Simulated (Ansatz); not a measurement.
A nudged elastic band was laid between two geometries of a periodic cell of 17 atoms, Si (host Si, host structure diamond, interstitial Si).

Theory: DFT PBE, scalar-relativistic, plane waves, PAW in Ansatz. Settings: PAW set soft_1, cutoff 420 eV, k mesh 2x2x2, gaussian smearing 0.05 eV, no spin polarisation.

```json
{"movable images": "7", "climbing image": "yes", "spring": "2.0 eV/Å²", "optimiser": "lbfgs", "start path": "IDPP", "force threshold": "0.03 eV/Å", "iteration limit": "68", "end points": "relaxed"}
```

Initial state:

```xyz
17
Lattice="0.0000 5.4300 5.4300 5.4300 0.0000 5.4300 5.4300 5.4300 0.0000" Properties=species:S:1:pos:R:3
Si 0.006 -0.004 -0.004
Si 1.326 1.358 1.357
Si 2.694 2.738 -0.021
Si 4.074 4.106 1.360
Si 2.695 -0.020 2.737
Si 4.075 1.360 4.106
Si 5.458 2.743 2.743
Si 6.794 4.077 4.076
Si 0.004 2.719 2.719
Si 1.357 4.072 4.072
Si 2.711 5.425 2.722
Si 4.073 6.787 4.041
Si 2.711 2.722 5.425
Si 4.073 4.041 6.787
Si 5.454 5.408 5.408
Si 6.822 6.789 6.789
Si 4.079 6.792 6.791
```

Final state:

Only the atoms that move by more than 0.05 Å are listed.
```
Si17 2.715 8.150 8.147
```

**Question.** What changes between the two ends?

**Answer.** Contacts lost: Si15–Si17. Contacts made: Si10–Si17. The atom that moves furthest is Si17, by 2.35 Å; four of its nearest neighbours are Si5 2.39, Si3 2.39, Si15 2.39, Si7 2.39 Å at the first end and Si2 2.39, Si6 2.39, Si4 2.39, Si10 2.39 Å at the last.

**Question.** What energy profile does the band end with?

**Answer.** The run converged. The highest image is number 4 of 0 to 8, 0.31 eV above the ends, which have the same energy within 2 meV. By the program's own check the climbing image is a first-order saddle point (lowest curvatures found: -0.26 and 0.62 eV/Å²). Limits of this set-up: coarse k mesh, a small cell, in which the defect meets its images.

| image | path coordinate (Å) | energy (eV) | Si15–Si17 (Å) | Si10–Si17 (Å) |
| --- | --- | --- | --- | --- |
| 0 | 0.00 | 0.00 | 2.39 | 4.70 |
| 1 | 0.41 | 0.06 | 2.43 | 4.36 |
| 2 | 0.83 | 0.24 | 2.51 | 4.00 |
| 3 | 1.24 | 0.29 | 2.74 | 3.58 |
| 4 | 1.66 | 0.31 | 3.15 | 3.15 |
| 5 | 2.07 | 0.29 | 3.59 | 2.74 |
| 6 | 2.49 | 0.23 | 4.01 | 2.51 |
| 7 | 2.91 | 0.06 | 4.37 | 2.43 |
| 8 | 3.33 | 0.00 | 4.69 | 2.39 |

**Question.** What is the geometry of the highest image?

**Answer.** 
```xyz
17
Lattice="0.0000 5.4300 5.4300 5.4300 0.0000 5.4300 5.4300 5.4300 0.0000" Properties=species:S:1:pos:R:3:forces:R:3
Si 0.205 -0.205 -0.204 0.01 -0.01 -0.01
Si 1.255 1.267 1.268 -0.01 0.00 0.00
Si 2.626 2.804 -0.103 0.00 0.00 -0.01
Si 4.164 4.175 1.268 0.00 0.01 0.00
Si 2.626 -0.103 2.805 0.00 -0.01 0.00
Si 4.163 1.267 4.176 0.00 0.00 0.01
Si 5.534 2.804 2.805 0.01 0.00 0.00
Si 6.585 4.276 4.277 -0.01 0.01 0.01
Si -0.020 2.648 2.649 0.00 0.01 0.01
Si 1.576 3.854 3.855 0.00 0.00 0.00
Si 2.783 5.451 2.649 -0.01 0.00 0.01
Si 4.007 6.853 4.051 0.01 -0.01 0.00
Si 2.783 2.648 5.452 -0.01 0.01 0.00
Si 4.007 4.051 6.854 0.01 0.00 -0.01
Si 5.214 5.647 5.648 0.00 0.00 0.00
Si 6.810 6.853 6.854 0.00 -0.01 -0.01
Si 3.395 7.466 7.467 0.00 0.00 0.00
```

Run time: 23 min on 1 thread of Arm Neoverse V1, with other jobs on the host, peak memory 0.9 GiB.
